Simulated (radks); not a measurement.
# The series with 55 electrons, Cs to Gd⁹⁺

One table from this session's results is given with a row withheld; the runs are named, their logs left out.

The numbers are computed with radks (a radial shooting solver on a logarithmic mesh, Libxc functionals) version 1 (scalar-relativistic Kohn-Sham, PBE, spin-polarised, spherical densities, finite nucleus; open shells are filled with parallel spins first), except any that are marked as measured or tabulated.

### The atom as given

| Quantity | Value |
| --- | --- |
| electrons | 55 |
| ions | Cs, Ba⁺, La²⁺, Ce³⁺, Pr⁴⁺, Nd⁵⁺, Pm⁶⁺, Sm⁷⁺, Eu⁸⁺, Gd⁹⁺ |
| configuration | [Xe] 6s1 |

The outer shells:

[Xe] 6s1
```
[Xe] core
6s [↑ ]
```

Set-up of the first run:

Settings of this run:

```text
Z 55
configuration [Xe] 6s1
relativity scalar-relativistic
functional pbe,pbe
spin polarised
nucleus finite rms 4.8041 fm
c 137.035999084
```

Among the steps run: Cs; Ba⁺; La²⁺; Ce³⁺; Pr⁴⁺; Nd⁵⁺; Pm⁶⁺; Sm⁷⁺; Eu⁸⁺; Gd⁹⁺.

One table of the session follows, with a row left open; its other results are not shown here.

```
 ion  E (hartree)  ε(5s up) (eV)  ε(5s down) (eV)  ε(5p up) (eV)  ε(5p down) (eV)
  Cs            ?              ?                ?              ?                ?
 Ba⁺   -8135.0397        -39.352          -39.270        -24.402          -24.265
La²⁺   -8492.2459        -53.965          -53.849        -37.200          -37.023
Ce³⁺   -8858.2861        -70.247          -70.098        -51.615          -51.404
Pr⁴⁺   -9233.2032        -88.067          -87.890        -67.519          -67.276
Nd⁵⁺   -9617.0418        -107.35          -107.15        -84.834          -84.563
Pm⁶⁺  -10009.8478        -128.06          -127.83        -103.51          -103.21
Sm⁷⁺  -10411.6646        -150.14          -149.89        -123.51          -123.19
Eu⁸⁺  -10822.5870        -173.60          -173.32        -144.81          -144.46
Gd⁹⁺  -11242.6529        -198.39          -198.09        -167.39          -167.01
```

**Question.** Estimate the row for Cs.

**Answer.** E (hartree): -7786.6387; ε(5s up) (eV): -26.703; ε(5s down) (eV): -26.660; ε(5p up) (eV): -13.513; ε(5p down) (eV): -13.427. In the column «E (hartree)» it is the highest.

The configuration is held, so it need not be the ground state of every ion.
